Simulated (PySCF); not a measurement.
# C3H5FOSi: the cost of one run

Computed with PySCF 2.14.0, with density-fitted response routines of our own, on a single molecule in the gas phase. Atoms are numbered from 0 throughout.

## 1. The starting structure

11 atoms, charge 0, multiplicity 1; geometry from: PBE0-D3(BJ)/def2-SVP.

Bonds of the start (Å): O0–Si1 1.66, Si1–C2 1.84, C2–C3 1.22, C3–C4 1.46, C4–F5 1.37, O0–H6 0.96, Si1–H7 1.48, Si1–H8 1.49, C4–H9 1.10, C4–H10 1.10.

## 2. Core-electron binding energies: SCAN, X2C

Job settings and geometry (Å):

```
{"job": {"kind": "xps"}, "charge": 0, "multiplicity": 1}
O     -2.616897     1.291045    -0.356755
Si    -2.001607    -0.251545    -0.325436
C     -0.178507    -0.223317    -0.099763
C      1.030065    -0.186173     0.053014
C      2.476071    -0.126378     0.219268
F      2.921516    -1.003514     1.170270
H     -2.428182     1.850168     0.402389
H     -2.336477    -0.848773    -1.641782
H     -2.567787    -1.063050     0.791550
H      2.969755    -0.360240    -0.740210
H      2.770236     0.897314     0.511584
```

Method: delta-SCF UKS SCAN, pcX-2 on the ionised atom, pcseg-1 elsewhere, spin-free X2C.

Launch:

```bash
OMP_NUM_THREADS=1 python probes_run.py task.json out
```

This one command runs all jobs of the session in turn.

**Question.** How long does this first job take on 1 thread of Arm Neoverse V1, shared host, and how much memory does it need?

About 39 s, with a peak of 0.47 GiB.
